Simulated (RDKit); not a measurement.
**UFF run of CH5BrOSn (SMILES C[O][SnH2][Br])**

We compute a structure relaxation of CH5BrOSn. The job is set up through a Python script.

Program for the calculation: RDKit 2026.09.1.

1 further run of the same task is left out (set aside as unsound or not needed).

### Step 1. The structure to begin with

CH5BrOSn: 9 atoms, total charge 0, spin state singlet. SMILES: `C[O][SnH2][Br]`. The shape is that of a PBE0-D4/def2-TZVP optimisation. This is one conformer, not always the lowest. The run starts from this shape.

Bond lengths: C1–O2 1.408 Å, O2–Sn3 1.951 Å, Sn3–Br4 2.480 Å, C1–H5 1.097 Å, C1–H6 1.093 Å, C1–H7 1.099 Å, Sn3–H8 1.694 Å, Sn3–H9 1.703 Å. Some angles: C1–O2–Sn3 120.3°, O2–Sn3–Br4 106.5°, O2–C1–H5 112.1°, O2–C1–H6 107.9°, O2–C1–H7 112.4°, O2–Sn3–H8 105.4°, O2–Sn3–H9 109.5°, Br4–Sn3–H8 109.6°, Br4–Sn3–H9 106.7°, H5–C1–H6 108.1°.

### Step 2. A geometry optimisation at UFF

The input, mol.xyz:

```xyz
9

C     -0.668100     0.006400    -1.313100
O      0.292200    -0.731400    -0.594500
Sn     0.668900    -0.300900     1.270500
Br     1.388200     2.072200     1.316200
H     -0.389500     1.062900    -1.409500
H     -0.736800    -0.419800    -2.317300
H     -1.665300    -0.046000    -0.855000
H      1.967900    -1.295700     1.707500
H     -0.769100    -0.394300     2.178300
```

The input, ff.py:

```python
import json
import numpy as np
from rdkit import Chem
from rdkit.Chem import AllChem
from rdkit.Chem import rdDetermineBonds

mol = Chem.MolFromXYZFile("mol.xyz")
rdDetermineBonds.DetermineBonds(mol, charge=0)
print("perceived SMILES:", Chem.MolToSmiles(Chem.RemoveHs(mol)))
symbols = [a.GetSymbol() for a in mol.GetAtoms()]
start = mol.GetConformer().GetPositions().copy()

ff = AllChem.UFFGetMoleculeForceField(mol)
e0 = ff.CalcEnergy()
print(f"start   E = {e0:.5f} kcal/mol")
path, flag, n = [], 1, 0
while flag and n < 2000:
    flag = ff.Minimize(maxIts=20, forceTol=0.0001)
    n += 20
    path.append((n, ff.CalcEnergy(), mol.GetConformer().GetPositions().tolist()))
    print(f"{n:5d}   E = {path[-1][1]:.5f} kcal/mol")
print("converged" if flag == 0 else "iteration limit reached")
final = mol.GetConformer().GetPositions()
for a, p in zip(symbols, final):
    print(f"{a:<2} {p[0]:11.5f} {p[1]:11.5f} {p[2]:11.5f}")
print(f"energy gained {e0 - path[-1][1]:.4f} kcal/mol")
json.dump(dict(symbols=symbols, start=start.tolist(), start_energy=e0, energy=path[-1][1], final=final.tolist(), path=path, success=flag == 0), open("results.json", "w"))
```

Run with:

```console
python ff.py
```

Q: Predict the results. Wanted: steric energy.

**Answer.** As computed:

Level: UFF.

| quantity | value |
| --- | --- |
| steric energy (arbitrary zero) | 0.00196 Eh |

**Reading.** At the final geometry: Bond lengths: C1–O2 1.401 Å, O2–Sn3 1.993 Å, Sn3–Br4 2.519 Å, C1–H5 1.112 Å, C1–H6 1.109 Å, C1–H7 1.112 Å, Sn3–H8 1.751 Å, Sn3–H9 1.751 Å. Some angles: C1–O2–Sn3 107.4°, O2–Sn3–Br4 109.5°, O2–C1–H5 110.8°, O2–C1–H6 108.7°, O2–C1–H7 110.8°, O2–Sn3–H8 109.4°, O2–Sn3–H9 109.6°, Br4–Sn3–H8 109.4°, Br4–Sn3–H9 109.5°, H5–C1–H6 107.9°. The optimisation took 120 steps and changed the energy by -0.408 eV.
